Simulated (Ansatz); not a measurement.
MgTi, space group P-6m2, a comparison of functionals at one structure

Computed with Ansatz's Python interface.

Typed at the interpreter:
```pycon
>>> import csv
>>> import warnings
>>> import ansatz as az
>>> from ase import Atoms
>>> warnings.simplefilter('ignore', az.DeckWarning)
>>> atoms = Atoms(
...     ['Mg', 'Ti'],
...     scaled_positions=[
...         (0.0, 0.0, 0.0),
...         (2 / 3, 1 / 3, 0.5),
...     ],
...     cell=[
...         (2.894343, 0.0, 0.0),
...         (-1.447172, 2.506575, 0.0),
...         (0.0, 0.0, 5.258921),
...     ],
...     pbc=True,
... )
>>> crystal = az.Crystal.from_ase(atoms)
>>> crystal.resolved().tree()['lattice']
((2.894343, 0.0, 0.0), (-1.447172, 2.506575, 0.0), (0.0, 0.0, 5.258921))
>>> calculation = crystal.calculation()
>>> calculation = calculation.basis(530)
>>> calculation = calculation.kpoints(9, 9, 5).occupations(az.OccupationsMethod.FERMI_DIRAC)
>>> calculation = calculation.forces().stress()
>>> rows = []
>>> for value in ['lda', 'pbesol', 'blyp']:
...     summary = calculation.functional(value).run(threads=1).report
...     rows.append((value, summary['free_energy_ev'] / len(summary['lattice']['sites']), summary['n_iterations'], sum(summary['stress_gpa'][i][i] for i in range(3)) / 3, max(abs(f) for row in summary['forces_ev_ang'] for f in row), summary['n_kpoints']))
...

>>> with open('xc.csv', 'w', newline='') as handle:
...     writer = csv.writer(handle)
...     writer.writerow(['functional', 'F/atom (eV)', 'iterations', 'P (GPa)', 'max component (eV/A)', 'k-points'])
...     writer.writerows([round(v, 5) if isinstance(v, float) else v for v in row] for row in rows)
...
73
>>> print(open('xc.csv').read())
functional,F/atom (eV),iterations,P (GPa),max component (eV/A),k-points
lda,-2175.73321,7,-4.53956,0.0,36
pbesol,-2192.7609,7,-1.65201,0.0,36
blyp,-2216.16373,8,1.82675,0.0,36
```

From lowest to highest: LDA (-4.5 GPa), PBEsol (-1.7 GPa) and BLYP (1.8 GPa). At a fixed cell a lower pressure usually means a smaller equilibrium volume, so LDA prefers the smallest cell and BLYP the largest.

Reading the output:
- BLYP can be off by several per cent in the lattices of metals, and by several GPa in the pressure at a fixed cell.
- The mesh is modest for a metal, so energies can be off by several to tens of meV an atom and pressures by half a GPa or more; differences at equal mesh fare better.
- Forces vanish by symmetry here and test nothing.
- Pressure is positive in compression.
- This cell is a computed structure, which may not be the phase found in nature.
- Total energies of different functionals can't be compared; pressures, moments and gaps at this one structure can.
- Run time: 8 s on 1 thread of Arm Neoverse V1 (shared host), peak memory 0.4 GiB.

(Lines on the test bed's own set-up are left out of the output.)
